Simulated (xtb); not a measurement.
**GFN2-xTB run of SiH2F2 (SMILES F[SiH2]F)**

Aim: the electronic atomisation energy of SiH2F2 at GFN2-xTB, from 4 runs. 

Program for the calculation: xtb 6.7.1.

4 further runs of the same task are left out: 4 set aside as unsound or not needed.

## (1) The molecule

The species is SiH2F2 (5 atoms), meant as a singlet with charge 0. SMILES: `F[SiH2]F`. The coordinates come from a PBE0-D4/def2-TZVP relaxation.

Bond lengths: F1–Si2 1.586 Å, Si2–F3 1.586 Å, Si2–H4 1.474 Å, Si2–H5 1.474 Å. Angles: F1–Si2–F3 108.0°, F1–Si2–H4 108.5°, F1–Si2–H5 108.5°, F3–Si2–H4 108.5°, F3–Si2–H5 108.5°, H4–Si2–H5 114.6°.

## (2) Energy and gradient at GFN2-xTB

Input file struc.tmol:

```
$coord
     -2.039033385732      1.017050600274      1.853292204943  f
     -0.009864370371     -0.001020452107     -0.102215286081  si
      2.357679004867     -0.983772523219      1.449249862237  f
     -1.115826584808     -2.151906727156     -1.485891651793  h
      0.807045336044      2.119667999470     -1.714454026567  h
$end
```

Command:

```bash
xtb struc.tmol --grad > run.log
```

Output:

```text
* xtb version 6.7.1
[...]
          :  # basis functions                  20          :
[...]
          :  # electrons                        20          :
[...]
          :  Hamiltonian                  GFN2-xTB          :
[...]
          :  net charge                          0          :
          :  unpaired electrons                  0          :
[...]
   *** convergence criteria satisfied after 10 iterations ***
[...]
         ::                     SUMMARY                     ::
         :::::::::::::::::::::::::::::::::::::::::::::::::::::
         :: total energy             -12.346596292225 Eh    ::
         :: gradient norm              0.030992257321 Eh/a0 ::
         :: HOMO-LUMO gap              6.800434695346 eV    ::
         ::.................................................::
         :: SCC energy               -12.391876918696 Eh    ::
         :: -> isotropic ES            0.035613975352 Eh    ::
         :: -> anisotropic ES          0.000056576001 Eh    ::
         :: -> anisotropic XC         -0.000705987852 Eh    ::
         :: -> dispersion             -0.001667255639 Eh    ::
         :: repulsion energy           0.045280626472 Eh    ::
         :: add. restraining           0.000000000000 Eh    ::
         :: total charge              -0.000000000000 e     ::
         :::::::::::::::::::::::::::::::::::::::::::::::::::::
[...]
        10        2.0000           -0.4481240             -12.1941 (HOMO)
        11                         -0.1982126              -5.3936 (LUMO)
[...]
          | TOTAL ENERGY              -12.346596292225 Eh   |
          | GRADIENT NORM               0.030992257321 Eh/α |
          | HOMO-LUMO GAP               6.800434695346 eV   |
           -------------------------------------------------
[...]
```

Standard error:

```text
normal termination of xtb
```

Wall time 0.072 s (1 thread of AMD EPYC 7R43 (Zen 3), shared host).

## (3) The F atom: the energy at GFN2-xTB

Input file mol.xyz:

```xyz
1

F      0.000000     0.000000     0.000000
```

Command:

```bash
xtb --uhf 1 --scc --gfn2 -- mol.xyz > mol.out 2> xtb.err
```

Output:

```text
* xtb version 6.7.1
[...]
          :  # basis functions                   4          :
[...]
          :  # electrons                         7          :
[...]
          :  Hamiltonian                  GFN2-xTB          :
[...]
          :  net charge                          0          :
          :  unpaired electrons                  1          :
[...]
   *** convergence criteria satisfied after 3 iterations ***
[...]
         ::                     SUMMARY                     ::
         :::::::::::::::::::::::::::::::::::::::::::::::::::::
         :: total energy              -4.619339964238 Eh    ::
         :: gradient norm              0.000000000000 Eh/a0 ::
         :: HOMO-LUMO gap              0.000000000000 eV    ::
         ::.................................................::
         :: SCC energy                -4.619339964238 Eh    ::
         :: -> isotropic ES            0.000000000000 Eh    ::
         :: -> anisotropic ES          0.000000000000 Eh    ::
         :: -> anisotropic XC          0.000000000000 Eh    ::
         :: -> dispersion              0.000000000000 Eh    ::
         :: repulsion energy           0.000000000000 Eh    ::
         :: add. restraining           0.000000000000 Eh    ::
         :: total charge               0.000000000000 e     ::
         :::::::::::::::::::::::::::::::::::::::::::::::::::::
[...]
         4        1.6667           -0.5786763             -15.7466 (HOMO)
      -------------------------------------------------------------
[...]
          | TOTAL ENERGY               -4.619339964238 Eh   |
          | GRADIENT NORM               0.000000000000 Eh/α |
          | HOMO-LUMO GAP              15.746583000000 eV   |
           -------------------------------------------------
[...]
```

Standard error:

```text
normal termination of xtb
```

It took 0.052 s on 1 thread of AMD EPYC 7R43 (Zen 3), shared host.

## (4) The H atom: a single-point energy at GFN2-xTB

Input file mol.xyz:

```xyz
1

H      0.00000     0.00000     0.00000
```

Run the same way, it converges to -0.39348 Eh (log not shown).

## (5) The Si atom: the energy at GFN2-xTB

Input file mol.xyz:

```xyz
1
start
Si     0.000000     0.000000     0.000000
```

Command:

```bash
xtb mol.xyz --json --gfn 2 --uhf 2 > out.txt 2> xtb.err
```

Output:

```text
* xtb version 6.7.1
[...]
          :  # basis functions                  10          :
[...]
          :  # electrons                         4          :
[...]
          :  Hamiltonian                  GFN2-xTB          :
[...]
          :  net charge                          0          :
          :  unpaired electrons                  2          :
[...]
   *** convergence criteria satisfied after 39 iterations ***
[...]
         ::                     SUMMARY                     ::
         :::::::::::::::::::::::::::::::::::::::::::::::::::::
         :: total energy              -1.569609938455 Eh    ::
         :: gradient norm              0.000000000000 Eh/a0 ::
         :: HOMO-LUMO gap              0.000000000414 eV    ::
         ::.................................................::
         :: SCC energy                -1.569609938455 Eh    ::
         :: -> isotropic ES           -0.004033935417 Eh    ::
         :: -> anisotropic ES          0.000000000000 Eh    ::
         :: -> anisotropic XC         -0.000000000000 Eh    ::
         :: -> dispersion              0.000000000000 Eh    ::
         :: repulsion energy           0.000000000000 Eh    ::
         :: add. restraining           0.000000000000 Eh    ::
         :: total charge               0.000000000000 e     ::
         :::::::::::::::::::::::::::::::::::::::::::::::::::::
[...]
         3        0.6667           -0.1778939              -4.8407 (HOMO)
         4        0.6667           -0.1778939              -4.8407 (LUMO)
[...]
          | TOTAL ENERGY               -1.569609938455 Eh   |
          | GRADIENT NORM               0.000000000000 Eh/α |
          | HOMO-LUMO GAP               0.000000000414 eV   |
           -------------------------------------------------
[...]
```

Standard error:

```text
normal termination of xtb
```

It took 0.056 s on 1 thread of AMD EPYC 7R43 (Zen 3), shared host.

## (6) What came out

Level: GFN2-xTB.

| quantity | value |
| --- | --- |
| molecule: total energy | -12.34660 Eh |
| molecule: dipole moment | 1.69 D |
| molecule: HOMO energy | -12.19 eV |
| molecule: LUMO energy | -5.39 eV |
| molecule: HOMO–LUMO gap | 6.80 eV |
| molecule: dispersion energy | -4.38 kJ/mol |
| molecule: largest force on an atom | 1.312 eV/Å |
| molecule: mean polarisability (D4 model) | 38.0 bohr³ |
| F atom: total energy | -4.61934 Eh |
| F atom: dipole moment | 0.00 D |
| F atom: HOMO energy (partly filled) | -15.75 eV |
| F atom: mean polarisability (D4 model) | 3.6 bohr³ |
| H atom: total energy | -0.39348 Eh |
| H atom: dipole moment | 0.00 D |
| H atom: HOMO energy (partly filled) | -10.71 eV |
| H atom: mean polarisability (D4 model) | 5.0 bohr³ |
| Si atom: total energy | -1.56961 Eh |
| Si atom: dipole moment | 0.00 D |
| Si atom: HOMO energy (partly filled) | -4.84 eV |
| Si atom: LUMO energy | -4.84 eV |
| Si atom: mean polarisability (D4 model) | 38.9 bohr³ |
| electronic atomisation energy | 20.445 eV |

The method runs without spin polarisation, so open shells lack the exchange term that lowers high spin: such energies come out too high. The largest force (molecule) is 1.31 eV/Å: the shape isn't a stationary point for this species at this level. Taking the molecule apart into free atoms costs 20.45 eV (471 kcal/mol), before zero-point energy and without spin-orbit coupling. Tight-binding and semi-empirical models aren't fitted to free atoms, so this value can be far from the true one.
